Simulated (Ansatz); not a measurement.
**ZrSiH₃ (sextet): from Hartree-Fock to the top rungs at a displaced geometry (v2), def2-SVP**

The task here is to estimate one member of a computed series from the others.

The runs use Ansatz 0.2.0, Gaussian basis; def2-SVP, core rule «outside noble gas», up to 9 orbitals frozen.

Plan: UHF; CCSD(T) on ROHF; CCSD(T) on UHF; CISD as a restricted active space (open shells left free, so some higher excitations enter); CCSDT(Q) on ROHF; CCSDT(Q) on UHF.

27 further runs of the same task are left out: 9 that didn't finish, 18 set aside as unsound or not needed. Runs told in other sessions of the task aren't counted.

## What is computed

The geometry is a PBE0/def2-TZVP stationary point (not a proven minimum) with its atoms shifted at random (size 0.100 Å). No spin-orbit coupling is included. Elements past krypton take def2 core potentials.

5 atoms, charge 0, spin multiplicity 6.

Atoms are counted from 1 here; the program's logs count them from 0.

Bond lengths: Zr1–Si2 2.779 Å, Si2–H3 1.528 Å, Si2–H4 1.588 Å, Si2–H5 1.433 Å. Angles: Zr1–Si2–H3 106.1°, Zr1–Si2–H4 104.4°, Zr1–Si2–H5 116.9°, H3–Si2–H4 103.8°, H3–Si2–H5 108.7°, H4–Si2–H5 115.8°.

The first run:

Input file in.yaml:

```yaml
crystal:
  periodic: [false, false, false]
  atoms:
    - {symbol: Zr, position_ang: [0.039513, 0.000016, 0.717738]}
    - {symbol: Si, position_ang: [-0.125361, 0.008501, -2.056528]}
    - {symbol: H, position_ang: [-0.048712, -1.454500, -2.489988]}
    - {symbol: H, position_ang: [1.261730, 0.617694, -2.531342]}
    - {symbol: H, position_ang: [-1.296080, 0.598512, -2.634225]}
basis:
  gaussian: {orbitals: def2-SVP}
magnetization: {spin_polarized: true, initial_magnetization: 5}
hamiltonian: {xc: hf}
output: {orbitals: {seedname: orbitals}}
```

Run with:

```
ansatz run in.yaml --threads 1 --pin off --events-out ev --progress --plain --max-ram 2393MiB
```

Among the steps run: UHF; CCSD(T) on ROHF; CCSD(T) on UHF; CISD as a restricted active space (open shells left free, so some higher excitations enter); CCSDT(Q) on ROHF; CCSDT(Q) on UHF.

One of the session's tables, all rows but one given; the rest of the session is left out.

It belongs to the step «Misses and costs». 

| method | from RCCSDT(Q) (kJ/mol) |
| --- | --- |
| ROHF | +433.0 |
| UHF | +420.0 |
| RMP2 | +103.0 |
| UMP2 | +94.0 |
| RCCSD | +12.8 |
| UCCSD | +4.4 |
| RCCSD(T) | +3.2 |
| UCCSD(T) | -5.1 |
| RCCSDT | +0.3 |
| UCCSDT | -7.9 |
| RCCSDT(Q) | 0 |
| UCCSDT(Q) | ? |

**Question.** Estimate the row for UCCSDT(Q).

The run gave: from RCCSDT(Q) (kJ/mol): -8.3. In the column «from RCCSDT(Q) (kJ/mol)» it is the lowest.

Not comparable, so not listed: CISD as a restricted active space (open shells left free, so some higher excitations enter) (they don't share determinant, frozen orbitals or solution with the rows shown, or repeat one).

To keep in mind: Restricted and unrestricted rows rest on different reference determinants; a gap between their highest levels can come from leftover correlation error, from unlike frozen cores or from another state.
